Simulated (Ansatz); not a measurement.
# CH5AlOSiTe: the cost of one run

Program: Ansatz 0.2.0, Gaussian basis. Level of theory: functionals in def2-TZVPP, the program's frozen cores in correlated methods. These are calculated values, not measurements.

Levels to be run: PBE-D4, r2SCAN-D4, PBE0-D4, B3LYP-D4, ωB97X-V, ωB97M-V, B2PLYP; CCSD(T)/def2-TZVPP; MP2/def2-QZVPP; extrapolation to the limit.

## Step 1: Structure used throughout

The geometry comes from an earlier relaxation with PBE0-D4 in a triple-zeta def2 set; it is a stationary point, not always the lowest conformer. Te takes the def2 core potential; no spin-orbit term is included.

SMILES `C1[SiH2][O][AlH][Te]1`, 10 atoms, charge 0, spin multiplicity 1.

Atoms are counted from 1 here; the program's logs count them from 0.

Bond lengths: C1–Si2 1.882 Å, C1–Te5 2.178 Å, C1–H6 1.090 Å, C1–H7 1.091 Å, Si2–O3 1.642 Å, Si2–H8 1.486 Å, Si2–H9 1.488 Å, O3–Al4 1.706 Å, Al4–Te5 2.517 Å, Al4–H10 1.572 Å. Angles: Si2–C1–Te5 111.2°, Si2–C1–H6 112.7°, Si2–C1–H7 111.4°, Te5–C1–H6 106.3°, Te5–C1–H7 106.1°, H6–C1–H7 108.7°, C1–Si2–O3 109.6°, C1–Si2–H8 110.0°, C1–Si2–H9 108.6°, O3–Si2–H8 109.3°, O3–Si2–H9 109.9°, H8–Si2–H9 109.5°, Si2–O3–Al4 121.6°, O3–Al4–Te5 104.0°, O3–Al4–H10 123.6°, Te5–Al4–H10 132.3°, C1–Te5–Al4 87.2°.

## Step 2: PBE-D4 (GGA)

Input file in.yaml:

```yaml
crystal:
  periodic: [false, false, false]
  atoms:
    - {symbol: C, position_ang: [-1.112837, 0.731238, 0.327685]}
    - {symbol: Si, position_ang: [-0.141458, -0.805431, 0.816248]}
    - {symbol: O, position_ang: [0.951455, -1.161857, -0.355800]}
    - {symbol: Al, position_ang: [1.520272, 0.027467, -1.439220]}
    - {symbol: Te, position_ang: [0.061712, 2.025109, -0.972606]}
    - {symbol: H, position_ang: [-2.026056, 0.495901, -0.218880]}
    - {symbol: H, position_ang: [-1.372619, 1.332926, 1.199734]}
    - {symbol: H, position_ang: [-1.066364, -1.955722, 0.991470]}
    - {symbol: H, position_ang: [0.562948, -0.535117, 2.098658]}
    - {symbol: H, position_ang: [2.705947, -0.205714, -2.444391]}
basis:
  gaussian: {orbitals: def2-TZVPP}
hamiltonian: {xc: pbe, dispersion: d4}
output: {forces: true, orbitals: {seedname: orbitals}}
```

Started as:

```
ansatz run in.yaml --threads 4 --pin off --events-out ev --progress --plain --max-ram 10444MiB
```

Q: Estimate wall time and peak memory on 4 threads of Arm Neoverse V1, shared host.

About 3.9 s, with a peak of 0.4 GiB.
